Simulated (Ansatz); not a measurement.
Wanted: the native input for an Ansatz 0.2.0 run.

| Property | Result |
| --- | --- |
| Task | relaxation of cell and atoms |
| Functional | LDA |
| Potentials or basis | Ansatz PAW |
| Cutoff | 420 eV (not typed: the program's choice for these potentials) |
| k mesh | 5 × 5 × 8 |
| Occupations | fermi-dirac, width 0.05 eV |
| Spin | collinear spin, ferromagnetic start |
| Starting moments | [2.0, 0.0, 0.0, 0.0, 0.0] μB |
| Hubbard terms | Co d U = 2 eV |
| Hubbard projectors | ortho-atomic (the default) |
| Double counting | fll (the default) |

CoCl2O2:

```
Co Cl O
1.0
     3.58087   -3.92695    0.00000
     3.58087    3.92695    0.00000
    -0.42040    0.00000    3.45761
Co Cl O
1 2 2
Direct
  0.00000 0.00000 0.00000
  0.76552 0.76552 0.42794
  0.23448 0.23448 0.57206
  0.79184 0.20816 0.00000
  0.20816 0.79184 0.00000
```

The cell comes from a database or a generator and needn't be the stable form of this composition.

The input as run:

input.yaml

```yaml
crystal:
  lattice:
    - [3.580871, -3.926953, 0.0]
    - [3.580871, 3.926953, 0.0]
    - [-0.420397, 0.0, 3.457614]
  atoms:
    - { symbol: Co, position: [0.0, 0.0, 0.0], spin: 2.0 }
    - { symbol: Cl, position: [0.765523, 0.765523, 0.427941] }
    - { symbol: Cl, position: [0.234477, 0.234477, 0.572059] }
    - { symbol: O, position: [0.791837, 0.208163, 0.0] }
    - { symbol: O, position: [0.208163, 0.791837, 0.0] }
hamiltonian:
  xc: lda
  pseudopotentials: { kind: paw }
  hubbard: { sites: [{ species: Co, l: d, u_eff: 2.0 }] }
magnetization:
  spin_polarized: true
kpoints:
  mp_grid: { grid: [5, 5, 8] }
scf:
  occupations: { method: fermi_dirac, width: 0.05 }
output:
  forces: true
  stress: true
  eigenvalues: true
relax:
  f_tol: 0.01
  max_steps: 40
  cell: { stress_tol: 0.05 }
```

Potentials or basis: Ansatz PAW.

Run with:

```bash
$ ansatz run input.yaml --threads 2 --pin off --max-ram 5632MiB --backend cpu --events-out ev --progress --plain --runs-dir out
```

Results of the run:

```json
{"Relaxed volume": "12.60 Å³/atom", "Relaxed cell": "a = 4.377 Å, b = 4.377 Å, c = 3.318 Å, α = 84.89°, β = 84.89°, γ = 86.94°", "Space group after relaxing (to 0.05 Å)": "C2/m (No. 12)", "Energy gained by relaxing": "123.8 meV/atom", "Ionic steps": "22", "Pressure after relaxing": "0.0 GPa", "Band gap on the k mesh": "none (metal or under the smearing width)", "Net moment": "1.48 μB per cell", "Absolute moment": "1.64 μB per cell", "Site moments": "Co +0.87; Cl -0.02; O +0.23 μB"}
```

Caveat: the magnetic or orbital state may not be the lowest; the volume moved by over 15 % at a fixed basis, so the end points are rough; the plane-wave basis is chosen anew once the cell has moved, so the energies of steps on either side of that aren't comparable; the pressure holds a Pulay correction of +0.6 GPa for the finite cutoff; a cell with one magnetic atom can't hold antiferromagnetic order, which such compounds often take; the PAW data sets come from PBE, with cores solved anew for the run's functional, which leaves a small shift of forces and pressure.

It took 5 min on 2 threads of Arm Neoverse V2, on a shared host, peak memory 0.65 GiB.
